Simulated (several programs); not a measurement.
# Many methods on one cell: Ca2TeSe (ordering on rocksalt)

Ca2TeSe as one 4-atom ordering (P4/mmm) on the rocksalt lattice, relaxed with r2SCAN in Ansatz, was computed with several methods. The symmetry is P4/mmm (No. 123, tetragonal); a = 4.367 Å, c = 6.175 Å in the conventional setting, 29.44 Å³ an atom. Se is surrounded by 6 Ca at 3.09 Å; Ca is surrounded by 2 Se at 3.09 Å and 4 Te at 3.09 Å; Te is surrounded by 6 Ca at 3.09 Å; Ca is surrounded by 2 Te at 3.09 Å and 4 Se at 3.09 Å. These are computed values for a spin-unpolarised cell that may be hypothetical; none is a measurement.

```cif
data_structure
_symmetry_space_group_name_H-M 'P 1'
_symmetry_Int_Tables_number 1
_cell_length_a 4.3668
_cell_length_b 4.3668
_cell_length_c 6.1749
_cell_angle_alpha 90.000
_cell_angle_beta 90.000
_cell_angle_gamma 90.000
_cell_volume 117.75
loop_
_atom_site_label
_atom_site_type_symbol
_atom_site_fract_x
_atom_site_fract_y
_atom_site_fract_z
_atom_site_occupancy
Se1 Se 0.00000 0.00000 0.00000 1
Ca1 Ca 0.00000 0.00000 0.50000 1
Te1 Te 0.50000 0.50000 0.50000 1
Ca2 Ca 0.50000 0.50000 0.00000 1
```

Gaps and times are for a single point on this cell; volume and bulk modulus come from each method's own relaxation or energy curve at fixed shape, which is too stiff where a cell has free coordinates or axes. Times are rough, from shared hosts (Arm Neoverse V1; Arm Neoverse V2), and each method has its own mesh and cell size. A dagger marks a closed or tiny gap in a crystal that DFT finds insulating: a failure of the method or a wrong SCF state. A double dagger marks a value from a curve with shape and coordinates held. A star marks a curve whose lowest point is an end point. PM6 (MOPAC), PM7 (MOPAC), GFN1-xTB (tblite), GFN2-xTB (tblite) treat a cluster of cells at its zone centre, which samples few k points: where these miss a band edge, the gap comes out too large for that reason alone. Gaps from k meshes are read at a limited set of points (mesh, symmetry points, PBE's band edges), so each method's own least gap may be somewhat smaller. xTB and the PM methods were fitted mostly to molecules, and can miss a solid's gap by electronvolts. Minimal bases can be far off for gaps. Times of the plane-wave ladder aren't listed, since it ran on unlike processors and cards. G0W0 is at finite bands, cutoff and mesh. d marks a direct gap, i an indirect one (no mark: not told apart), a dash a value that wasn't computed or didn't pass its checks.

| method | kind | gap (eV) | own volume (Å³/atom) | bulk modulus (GPa) | atoms computed | processor time |
| --- | --- | --- | --- | --- | --- | --- |
| PM7 (MOPAC) | semi-empirical | 5.28 | – | – | cluster | 0.58 s |
| PM6 (MOPAC) | semi-empirical | 3.96 | – | – | cluster | 0.71 s |
| light PBE (260 eV and a coarse mesh) | light plane-wave | 1.68 d | – | – | 4 | 1.3 s |
| GFN1-xTB (tblite) | tight binding | 0.00† | 26.00*‡ | 57*‡ | cluster | 2 s |
| GFN2-xTB (tblite) | tight binding | 0.06† | – | – | cluster | 3.9 s |
| PBE/SZV (CP2K) | small basis | 1.89 d | – | – | 4 | 6.3 s |
| PBE | semilocal | 1.72 d | 29.71 | 42‡ | 4 | – |
| PBE/DZVP (CP2K) | small basis | 1.74 d | 29.97‡ | 42‡ | 4 | 12 s |
| r2SCAN | semilocal | 2.15 d | 29.44 | 45‡ | 4 | – |
| PBE/single zeta (GPAW) | small basis | 2.25 d | – | – | 4 | 28 s |
| PBE+SOC | semilocal | 1.50 d | – | – | 4 | – |
| HSE06 | hybrid | 2.58 d | – | – | 4 | – |
| PBE0 | hybrid | 3.25 d | – | – | 4 | – |
| G0W0@r2SCAN (140 eV screening cutoff) | many-body | 3.43 | – | – | 4 | – |
| G0W0@HSE06 (140 eV screening cutoff) | many-body | 3.51 | – | – | 4 | – |
| G0W0@PBE (210 eV screening cutoff) | many-body | 3.26 | – | – | 4 | – |

Against HSE06 (2.58 eV) and with closed or daggered gaps left aside, the nearest gap at the points sampled is that of PBE/single zeta (GPAW) (-0.33 eV) and the farthest that of PM7 (MOPAC) (+2.70 eV). HSE06 is only a yardstick of convenience, and nearness to it can be luck.

Volumes against r2SCAN's: PBE +0.9 %.

Runs without a result: GLLB-SC (GPAW) (single point).

Only the rows marked +SOC include spin-orbit coupling.
